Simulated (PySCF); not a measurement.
**[Dy(O2)]+: other functionals and bases at one geometry**

One table from this session's results is given with a row withheld; the runs are named, their logs left out.

Computed with PySCF 2.14.0. Level: several levels, as the steps say, no spin–orbit coupling.

3 further runs of the same task are left out: 2 for a known fault of the program, 1 that didn't finish.

## The starting structure

3 atoms, charge 1, spin multiplicity 1.

Bond lengths: Dy1–O2 1.975 Å, Dy1–O3 1.975 Å. Angles: O2–Dy1–O3 44.7°.

Coordinates:

```xyz
3
DyO2
Dy    0.0000    0.0000   -0.1735
O     0.7511    0.0000    1.6533
O    -0.7511    0.0000    1.6533
```

Formal oxidation states: Dy +3. Each metal's 9 4f electrons lie in its core potential, so multiplicities, spins and levels count the valence alone. An earlier session relaxed this geometry at PBE, Dy lcecp-1-SVP with ECP55, O def2-SVP (singlet, point group C2v).

At PBE on the finer grid: E = -186.987772 Eh, HOMO -10.89 eV, LUMO -8.70 eV, Mulliken charge on Dy1 +1.31 e, largest force component 0.005 eV/Å. 

Levels to run: HF; TPSS; BP86; TPSSh; PBE, TZVP. Hardware: 2 threads of Arm Neoverse V2, shared host.

The first run:

run.py (the lines that set the calculation)

```python
mol = gto.M(atom='''
Dy     0.00000     0.00000    -0.17349
O      0.75115     0.00000     1.65331
O     -0.75115     0.00000     1.65331''',
    basis={'Dy': 'lcecp-1-SVP', 'O': 'def2-SVP'},
    ecp={'Dy': 'lcecp-1-SVP'},
    charge=1, spin=0)
mf = scf.RHF(mol)
mf = mf.density_fit()  # fitting sets: Dy AutoAux, O def2-universal-JKFIT
mf.conv_tol = 1e-08; mf.max_cycle = 55
mf.kernel(dm0)  # dm0: the density of the relaxed state
```

Launch:

```bash
OMP_NUM_THREADS=2 python run.py
```

Steps of the session up to this table: HF; TPSS; BP86; TPSSh; PBE, TZVP.

One of the session's tables, all rows but one given; the rest of the session is left out.

```
             level  HOMO (eV)  gap (eV)  charge on Dy1 (e)  dipole (D)  largest force component (eV/Å)
PBE (relaxed here)     -10.89      2.20               1.31        7.17                            0.00
                HF     -15.84      9.98               1.75       10.23                            1.18
              TPSS     -10.86      2.43               1.37        7.49                            0.32
              BP86     -10.99      2.42               1.32        7.21                            0.15
             TPSSh     -11.40      3.22               1.41        7.82                            0.25
         PBE, TZVP          ?         ?                  ?           ?                               ?
```

Q: Estimate the row for PBE, TZVP from the others.

**Answer.** HOMO (eV): -10.79; gap (eV): 2.17; charge on Dy1 (e): 1.53; dipole (D): 7.28; largest force component (eV/Å): 0.36. In the column «HOMO (eV)» it is the highest.

The dipole of a charged species depends on the origin, so these sizes hold for this origin alone.

In one basis the HOMO–LUMO gap runs from 2.20 eV (PBE) to 9.98 eV (HF). The largest leftover force, 1.18 eV/Å with HF, stands at a geometry relaxed at another level. With 4f in the core, its levels are missing from HOMO and gap, and its count is fixed, so no charge can pass from the ligands into it. Total energies of different levels can't be compared.
